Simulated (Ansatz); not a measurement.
# ZrAgW: the cost of one run

Program: Ansatz 0.2.0. Level of theory: DFT PBE, scalar-relativistic, plane waves, PAW. These are calculated values, not measurements.

## 1. The starting structure

The structure is tetragonal, space group P4/mmm (No. 123). Conventional cell: a = 3.814 Å, b = 3.814 Å, c = 4.587 Å, α = 90.00°, β = 90.00°, γ = 90.00°. Zr (site symmetry 4/mmm) has 2 Ag at 2.29 Å as nearest neighbours. Ag (site symmetry 4/mmm) has 2 Zr at 2.29 Å as nearest neighbours. W (site symmetry 4/mmm) is surrounded by 4 Zr at 2.70 Å.

As a file:

```
Zr Ag W
1.0
     3.81412    0.00000    0.00000
     0.00000    3.81412    0.00000
     0.00000    0.00000    4.58735
Zr Ag W
1 1 1
Direct
  0.50000 0.50000 0.00000
  0.50000 0.50000 0.50000
  0.00000 0.00000 0.00000
```

The cell is invented: random cell by space group and Wyckoff sites (P4/mmm, No. 123). Its size is a rough estimate.

## 2. The guess as it stands, on a coarse mesh

The input, input.yaml:

```yaml
crystal:
  lattice:
    - [3.81412455, 0.0, 0.0]
    - [0.0, 3.81412455, 0.0]
    - [0.0, 0.0, 4.58735025]
  atoms:
    - { symbol: Zr, position: [0.5, 0.5, 0.0] }
    - { symbol: Ag, position: [0.5, 0.5, 0.5] }
    - { symbol: W, position: [0.0, 0.0, 0.0] }
basis:
  ecutwfc: 420
kpoints:
  mp_grid: { grid: [4, 4, 4] }
hamiltonian:
  xc: pbe
scf:
  occupations: { method: gaussian, width: 0.1 }
  lower_state_search: "off"
output:
  forces: true
  stress: true
  eigenvalues: true
```

On the command line:

```sh
ansatz run input.yaml --threads 1 --pin off --max-ram 2048MiB --backend cpu --events-out ev --progress --plain --runs-dir out
```

What time and memory should one allow on 1 thread of Arm Neoverse V1, shared host?

About 2.7 s, with a peak of 0.34 GiB.
